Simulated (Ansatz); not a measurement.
# CH7BN2: one species, many methods

Aim: compute CH7BN2 with functionals from several rungs and with coupled cluster, and see how far each lands from CCSD(T) at the basis-set limit for the atomisation energy.

Method: functionals in def2-TZVPP, the program's frozen cores in correlated methods; program: Ansatz 0.2.0, Gaussian basis.

Plan: LDA (SPW92), PBE-D4, revPBE-D4, BLYP-D4, r2SCAN-D4, B97M-V, PBE0-D4, B3LYP-D4, r2SCANh-D4, r2SCAN0-D4, HSE06-D4, BHLYP-D4, CAM-B3LYP-D4, LC-ωPBE, ωB97X-V, ωB97M-V, B2PLYP, PBE-QIDH; CCSD(T)/def2-SVP; CCSD(T)/def2-TZVPP; MP2/def2-QZVPP; extrapolation to the limit; RPA on PBE.

### Step 1. The relaxed structure

All runs share one geometry, relaxed beforehand with PBE0-D4 in a triple-zeta def2 set.

11 atoms, charge 0, spin multiplicity 1.

Atoms are counted from 1 here; the program's logs count them from 0.

Bond lengths: C1–B2 1.582 Å, C1–H5 1.093 Å, C1–H6 1.093 Å, C1–H7 1.096 Å, B2–N3 1.416 Å, B2–N4 1.416 Å, N3–H8 1.004 Å, N3–H9 1.003 Å, N4–H10 1.003 Å, N4–H11 1.004 Å. Angles: B2–C1–H5 112.5°, B2–C1–H6 112.6°, B2–C1–H7 110.2°, H5–C1–H6 107.5°, H5–C1–H7 106.8°, H6–C1–H7 106.9°, C1–B2–N3 119.8°, C1–B2–N4 119.8°, N3–B2–N4 120.4°, B2–N3–H8 124.4°, B2–N3–H9 122.1°, H8–N3–H9 113.6°, B2–N4–H10 122.1°, B2–N4–H11 124.4°, H10–N4–H11 113.6°.

### Step 2. LDA

This LDA is Slater exchange with PW92 correlation.

in.yaml reads:

```yaml
crystal:
  periodic: [false, false, false]
  atoms:
    - {symbol: C, position_ang: [-0.697561, 1.164635, -0.169785]}
    - {symbol: B, position_ang: [0.096750, -0.189534, 0.023958]}
    - {symbol: N, position_ang: [0.158876, -0.791874, 1.303728]}
    - {symbol: N, position_ang: [0.762532, -0.778348, -1.078123]}
    - {symbol: H, position_ang: [-1.103049, 1.271739, -1.179475]}
    - {symbol: H, position_ang: [-1.529909, 1.266586, 0.531722]}
    - {symbol: H, position_ang: [-0.033850, 2.019921, -0.001748]}
    - {symbol: H, position_ang: [0.670155, -1.631087, 1.510919]}
    - {symbol: H, position_ang: [-0.304845, -0.397736, 2.100710]}
    - {symbol: H, position_ang: [0.733210, -0.374589, -1.995558]}
    - {symbol: H, position_ang: [1.312993, -1.616713, -1.025747]}
basis:
  gaussian: {orbitals: def2-TZVPP}
hamiltonian: {xc: lda}
output: {orbitals: {seedname: orbitals}}
```

Further steps of the session: PBE-D4 (GGA); revPBE-D4 (GGA); BLYP-D4 (GGA); r2SCAN-D4 (meta-GGA); B97M-V (meta-GGA); PBE0-D4 (hybrid); B3LYP-D4 (hybrid); r2SCANh-D4 (hybrid); r2SCAN0-D4 (hybrid); HSE06-D4 (hybrid); BHLYP-D4 (hybrid); CAM-B3LYP-D4 (range-separated); LC-ωPBE-D4 (range-separated); ωB97X-V (range-separated); ωB97M-V (range-separated); B2PLYP (double hybrid); PBE-QIDH (double hybrid); CCSD(T) in def2-SVP; CCSD(T) in def2-TZVPP; MP2 in def2-QZVPP; RPA on PBE orbitals.

Q: Predict the results of all the runs planned. Wanted: atomisation energy, CCSD(T)/CBS; farthest beyond LDA; mean size of error, GGA; mean size of error, meta-GGA; mean size of error, hybrid; mean size of error, range-separated; mean size of error, double hybrid; gap, smallest and largest; T1 diagnostic.

**Answer**, as computed:

| quantity | value |
| --- | --- |
| atomisation energy, CCSD(T)/CBS | 4224.0 kJ/mol |
| functionals within 21.1 kJ/mol (0.5 %) | revPBE-D4, r2SCAN-D4, B97M-V, r2SCANh-D4, LC-ωPBE, B2PLYP |
| farthest beyond LDA | PBE-D4 (+98.1 kJ/mol) |
| mean size of error, GGA | 46.0 kJ/mol |
| mean size of error, meta-GGA | 12.2 kJ/mol |
| mean size of error, hybrid | 38.9 kJ/mol |
| mean size of error, range-separated | 31.5 kJ/mol |
| mean size of error, double hybrid | 18.9 kJ/mol |
| gap, smallest and largest | 5.29 eV (BLYP-D4), 12.45 eV (LC-ωPBE) |
| T1 diagnostic | 0.0101 |
| triples share of the correlation energy | 3.6 % |

What this shows: LDA overbinds by 594.3 kJ/mol (14 %). PBE-D4 is off by +98.1 kJ/mol. Double hybrids carry the basis error of their MP2 part in triple zeta, and no dispersion term here, so their miss is partly the set-up's. The rungs meta-GGA, double hybrid miss on average by less than the doubt on the reference (21.1 kJ/mol), so they tie. The reference freezes the cores and leaves out relativity and excitations past (T), so misses under about 21.1 kJ/mol can't be ranked. Hartree-Fock recovers 73 % of the binding; the rest is correlation. CCSD(T) in def2-SVP is off by -231.7 kJ/mol, worse than the median functional, from the basis alone. The gap grows from 5.3 to 12.4 eV across the functionals, mostly with the share of exact exchange.
